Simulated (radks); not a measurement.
# As in [Ar] 3d10 4s2 4p3: an all-electron calculation

The task here is to estimate one member of a computed series from the others.

Program: radks (a radial shooting solver on a logarithmic mesh, Libxc functionals) version 1. Level of theory: Dirac Kohn-Sham, PBE, spin-unpolarised, spherical densities, point nucleus; open shells are shared between the two j in proportion to 2j + 1. These are calculated values, not measurements, unless marked.

## Starting point

```
element       : arsenic (Z = 33)
charge        : 0
electrons     : 33
configuration : [Ar] 3d10 4s2 4p3
```

Outer shells as boxes (Hund's rule):

As
```
[Ar] core
3d [↑↓][↑↓][↑↓][↑↓][↑↓]
4s [↑↓]
4p [↑ ][↑ ][↑ ]
```

The first run:

Input:

```text
Z 33
configuration [Ar] 3d10 4s2 4p3 5s0 4d0 5p0 4f0
relativity Dirac
functional pbe,pbe
spin unpolarised
j_filling average
nucleus point
c 137.035999084
```

Run with:

```sh
> python run_ks.py task.json out
```

This one command runs every case of the session in turn.

One of the session's tables, all rows but one given; the rest of the session is left out.

It belongs to the step «Radial structure». Radial moments (bohr):

```
level      <r>  outermost maximum (interpolated)  90 % within  nodes
1s1/2  0.04550                            0.0297       0.0813      0
2s1/2   0.2025                             0.170        0.314      1
2p1/2   0.1747                             0.134        0.286      0
2p3/2   0.1784                             0.137        0.291      0
3s1/2   0.5981                             0.522        0.893      2
3p1/2   0.6100                             0.515        0.936      1
3p3/2   0.6206                             0.524        0.952      1
3d3/2   0.6755                             0.475         1.13      0
3d5/2   0.6803                             0.478         1.14      0
4s1/2    1.940                              1.62         2.92      3
4p1/2        ?                                 ?            ?      ?
4p3/2    2.573                              2.00         4.04      2
```

Estimate the missing values for 4p1/2.

As computed: <r>: 2.519; outermost maximum (interpolated): 1.96; 90 % within: 3.95; nodes: 2. In the column «<r>» it lies between 4s1/2 (1.940) and 4p3/2 (2.573).

Caveats from the session: Spin polarisation and multiplet splitting are left out.
